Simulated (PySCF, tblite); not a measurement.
# C₃H₉NO₃Si: geometry, infrared bands and NMR shifts

Wanted: the infrared bands and NMR shifts of C₃H₉NO₃Si (`C=CCO[Si](N)(O)O`), by calculation.

The runs use tblite 0.8.0 and PySCF 2.14.0, with density-fitted response routines of our own; the level of theory stands in each step. All values are computed, except where a source is named. Atoms count from 0, in the outputs and in this text.

### Step 1. Starting geometry

17 atoms, charge 0, multiplicity 1; geometry from: force field or distance geometry start.

Bonds of the start (Å): C0–C1 1.36, C1–C2 1.48, C2–O3 1.37, O3–Si4 1.70, Si4–N5 1.77, Si4–O6 1.72, Si4–O7 1.72, C0–H8 1.09, C0–H9 1.07, C1–H10 1.08, C2–H11 1.11, C2–H12 1.12, N5–H13 1.03, N5–H14 1.05, O6–H15 0.98, O7–H16 1.00.

### Step 2. Geometry optimisation with GFN2-xTB

The job: settings as JSON, then the geometry in Å.

```
{"job": {"kind": "relax", "xc": "GFN2-xTB", "basis": "xTB"}, "charge": 0, "multiplicity": 1}
C      2.734000    -0.535400     0.103400
C      2.220300     0.300000    -0.833200
C      0.748400     0.491100    -0.787000
O      0.271100    -0.271500     0.243300
Si    -1.407900    -0.209000     0.485600
N     -1.926500     1.014900     1.652700
O     -1.914300    -1.732400     1.115800
O     -2.246300     0.096100    -0.983300
H      2.051300    -1.003800     0.810200
H      3.788800    -0.728000     0.148000
H      2.848300     0.793100    -1.558800
H      0.454300     1.564200    -0.734900
H      0.384400     0.047300    -1.752500
H     -2.707000     1.582100     1.284000
H     -1.151100     1.574600     2.084000
H     -2.079000    -2.354200     0.379300
H     -2.075700    -0.617100    -1.666400
```

Started as:

```
> OMP_NUM_THREADS=1 python probes_run.py task.json out
```

The driver reads the jobs from task.json and runs them one after another.

**Question.** This job is followed by: GFN2-xTB harmonic vibrations, gas phase; GIAO PBE0/pcSseg-1 NMR shielding, non-relativistic, gas phase. What will the session give for the following? strongest single infrared mode (GFN2-xTB); zero-point energy (GFN2-xTB); 13C shifts against TMS (PBE0/pcSseg-1); 1H shifts against TMS (PBE0/pcSseg-1, means over atoms taken as alike); 17O shifts against H2O (PBE0/pcSseg-1, means over atoms taken as alike); 29Si shifts against TMS (PBE0/pcSseg-1); 15N shifts against NH3 (PBE0/pcSseg-1).

The runs gave:

```
                                                               quantity                                   value
                              strongest single infrared mode (GFN2-xTB)                    949 cm⁻¹, 326 km/mol
                                           zero-point energy (GFN2-xTB)                           79.2 kcal/mol
                                 13C shifts against TMS (PBE0/pcSseg-1)                  145.0, 117.1, 67.4 ppm
 1H shifts against TMS (PBE0/pcSseg-1, means over atoms taken as alike)  6.14, 5.74, 5.49, 4.74, 1.90, 0.34 ppm
17O shifts against H2O (PBE0/pcSseg-1, means over atoms taken as alike)                          49.7, 45.5 ppm
                                29Si shifts against TMS (PBE0/pcSseg-1)                               -63.5 ppm
                                 15N shifts against NH3 (PBE0/pcSseg-1)                                20.3 ppm
```

Relaxing lowered the energy by 1.049 eV in 113 steps; the close pair that moved most is Si4–O7, from 1.719 to 1.625 Å. The lowest mode is slightly imaginary (13i cm⁻¹), a soft motion within the noise of the Hessian, so the minimum is not strictly shown. The strongest single mode, at 949 cm⁻¹, has its largest shares on Si4, N5 and O6 (the list is cut at 3 atoms). GFN2-xTB is a fitted tight-binding method: band positions and strengths are rough. Its intensities can rank the bands wrongly. C1 (alkene CH) lies farthest downfield among carbon, at 145.0 ppm; the olefinic region. The most deshielded hydrogen is H10 (hydrogen on an alkene CH), at 6.14 ppm: olefinic region.
